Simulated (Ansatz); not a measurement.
**C2H4NSi (charge -1): two geometries relaxed**

All numbers below are computed with Ansatz 0.2.0 (UKS PBE0/6-31G*).

## (1) The starting structure

Bond lengths: C1–C2 1.210 Å, C2–Si3 1.863 Å, Si3–N4 1.824 Å, C1–H5 1.062 Å, Si3–H6 1.515 Å, N4–H7 1.015 Å, N4–H8 1.015 Å. Angles: C1–C2–Si3 161.7°, C2–C1–H5 175.2°, C2–Si3–N4 100.0°, C2–Si3–H6 101.2°, N4–Si3–H6 97.1°, Si3–N4–H7 110.3°, Si3–N4–H8 110.5°, H7–N4–H8 106.3°.

As a file:

```xyz
8

C    -0.0968    1.9663   -1.2039
C     0.1373    1.0969   -0.3953
Si    0.9368   -0.3479    0.4676
N    -0.4791   -1.4963    0.5409
H    -0.3678    2.7549   -1.8609
H     0.8860    0.1061    1.9125
H    -0.1897   -2.3874    0.9309
H    -0.8266   -1.6927   -0.3918
```

## (2) End point A

input.yaml

```yaml
crystal:
  periodic: [false, false, false]
  atoms:
    - { symbol: C, position_ang: [-0.09675, 1.96629, -1.20392] }
    - { symbol: C, position_ang: [0.13726, 1.09694, -0.39532] }
    - { symbol: Si, position_ang: [0.93677, -0.34789, 0.46757] }
    - { symbol: "N", position_ang: [-0.47908, -1.49625, 0.54091] }
    - { symbol: H, position_ang: [-0.36783, 2.75492, -1.86088] }
    - { symbol: H, position_ang: [0.88598, 0.10609, 1.91249] }
    - { symbol: H, position_ang: [-0.18972, -2.38744, 0.93089] }
    - { symbol: H, position_ang: [-0.82664, -1.69266, -0.39176] }
total_charge: -1
magnetization:
  spin_polarized: true
basis:
  gaussian: { orbitals: "6-31G*" }
hamiltonian:
  xc: pbe0
relax:
  f_tol: 0.02
  max_steps: 50
```

The run is started by

```console
$ ansatz run input.yaml --threads 2 --pin off --max-ram 3072MiB --backend cpu --events-out ev --progress --plain --runs-dir out
```

**Question.** How long does this run take on 2 threads of Arm Neoverse V2, shared host, and how much memory does it need?

About 31 s, with a peak of 0.17 GiB.
